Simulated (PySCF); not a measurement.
**PSe: basis, grid and Hamiltonian**

Aim: see how much the energy and properties of PSe depend on the numerical set-up.

Program: PySCF 2.14.0. Level of theory: each script names its method and basis. These are calculated values, not measurements.

2 further runs of the same task are left out: 2 that didn't finish.

**1. Where the work starts**

PSe: 2 atoms, charge 0, spin multiplicity 2.

Bond lengths: P1–Se2 2.289 Å.

**2. Base script**

Contents of input.py:

```python
from pyscf import gto, scf, mp

mol = gto.M(
    atom='P 0 0 0; Se 0 0 2.289',
    basis='x2c-svpall',
    charge=0,
    spin=1,
    verbose=4,
)
mf = scf.UHF(mol)
mf = mf.sfx2c1e()
mf.kernel()
mp.MP2(mf, frozen=14).kernel()
mf.dip_moment()
print('orbital energies (hartree):', [e[max(0, n-3):n+3].round(4) for e, n in zip(mf.mo_energy, mol.nelec)])
```

Run with:

```
$ OMP_NUM_THREADS=1 python input.py
```

Its log is not repeated here.

It gives: E(SCF) = -2769.062504 Eh, E(MP2) − E(SCF) = -0.34296 Eh, ⟨S²⟩ = 0.767, μ = 1.65 D (of the SCF density).

The bond length is a typed value, not an optimised one.

**3. Cartesian functions on**

Run 1 changes Cartesian functions: off → on.

Contents of input.py:

```python
from pyscf import gto, scf, mp

mol = gto.M(
    atom='P 0 0 0; Se 0 0 2.289',
    basis='x2c-svpall',
    charge=0,
    spin=1,
    cart=True,
    verbose=4,
)
mf = scf.UHF(mol)
mf = mf.sfx2c1e()
mf.kernel()
mp.MP2(mf, frozen=14).kernel()
mf.dip_moment()
print('orbital energies (hartree):', [e[max(0, n-3):n+3].round(4) for e, n in zip(mf.mo_energy, mol.nelec)])
```

Run with:

```
$ OMP_NUM_THREADS=1 python input.py
```

**4. 6-31g* (X2C off)**

Run 2 changes basis set: x2c-svpall → 6-31g*; spin-free X2C: on → off.

Edit input.py of step 2 so:

```diff
@@ -4,3 +4,3 @@
     atom='P 0 0 0; Se 0 0 2.289',
-    basis='x2c-svpall',
+    basis='6-31g*',
     charge=0,
@@ -10,3 +10,2 @@
 mf = scf.UHF(mol)
-mf = mf.sfx2c1e()
 mf.kernel()
```

**5. Sto-3g (X2C off)**

Run 3 changes basis set: x2c-svpall → sto-3g; spin-free X2C: on → off.

Edit input.py of step 2 so:

```diff
@@ -4,3 +4,3 @@
     atom='P 0 0 0; Se 0 0 2.289',
-    basis='x2c-svpall',
+    basis='sto-3g',
     charge=0,
@@ -10,3 +10,2 @@
 mf = scf.UHF(mol)
-mf = mf.sfx2c1e()
 mf.kernel()
```

**Question.** What will these runs give? Wanted: for each run, E(SCF); from base; gap, α spin; SCF dipole; after the SCF.

**Answer**, as computed:

| run | E(SCF) (hartree) | from base (eV) | cycles | gap, α spin (eV) | SCF dipole (D) | functions | after the SCF |
| --- | --- | --- | --- | --- | --- | --- | --- |
| base | -2769.062504 | 0 | 19 | 7.72 | 1.65 | 50 | MP2 correlation -9.332 eV, core frozen |
| Cartesian functions on | -2769.072184 | -0.2634 | 19 | 7.72 | 1.64 | 54 | MP2 correlation -9.526 eV, core frozen |
| 6-31g* (X2C off) | -2740.214261 | not comparable | 19 | 7.61 | 1.84 | 50 | MP2 correlation -9.764 eV, core frozen |
| sto-3g (X2C off) | -2710.394152 | not comparable | 16 | 8.30 | 3.39 | 27 | MP2 correlation -2.350 eV, core frozen |

Total energies from different bases, Hamiltonians or methods carry different errors, so properties are taken as differences within one set-up.
